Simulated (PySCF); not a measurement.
# AlF2H2N: the cost of one run

Computed with PySCF 2.14.0; each step states its level. No surroundings beyond the atoms listed, unless a continuum is named. Atoms count from 0, parts from 1.

### Step 1. Starting point

Each species was relaxed by itself at PBE0-D3(BJ)/def2-SVPD.

### Step 2. Reaction energy: wB97M-D3(BJ)/def2-TZVPD

What the job is given:

```
{"job": {"kind": "react", "xc": "wB97M-D3(BJ)", "basis": "def2-TZVPD"}, "charge": 0, "multiplicity": 1}
-1 AlF2H2N charge 0 multiplicity 1
N     -0.182780    -0.906270     0.282620
Al     0.149160     0.737020    -0.232310
F      1.091110     1.030520    -1.572860
F     -0.467090     2.036110     0.606780
H      0.162280    -1.732380    -0.186550
H     -0.746800    -1.148280     1.085760

-1 BrH charge 0 multiplicity 1
Br     0.714900    -0.005490    -0.008540
H     -0.708680     0.008970     0.008250

+1 AlBrF2 charge 0 multiplicity 1
F     -0.416810    -1.673240    -0.064950
Al     0.032000    -0.077710    -0.091530
F      0.914320     0.472000    -1.383330
Br    -0.536830     1.283220     1.564740

+1 H3N charge 0 multiplicity 1
N      0.001890    -0.000360     0.284480
H      0.940300    -0.118610    -0.086030
H     -0.566720    -0.750760    -0.096910
H     -0.360670     0.870460    -0.092450
```

Level: wB97M-D3(BJ)/def2-TZVPD reaction energy of separated species, gas phase.

The run is started by

```
$ OMP_NUM_THREADS=1 python cluster_run.py task.json out
```

One launch serves the whole session: the jobs run in the order shown.

Q: Estimate the wall time and peak memory of this first job on 1 thread of Arm Neoverse V2, shared host.

About 18 s, with a peak of 0.62 GiB.
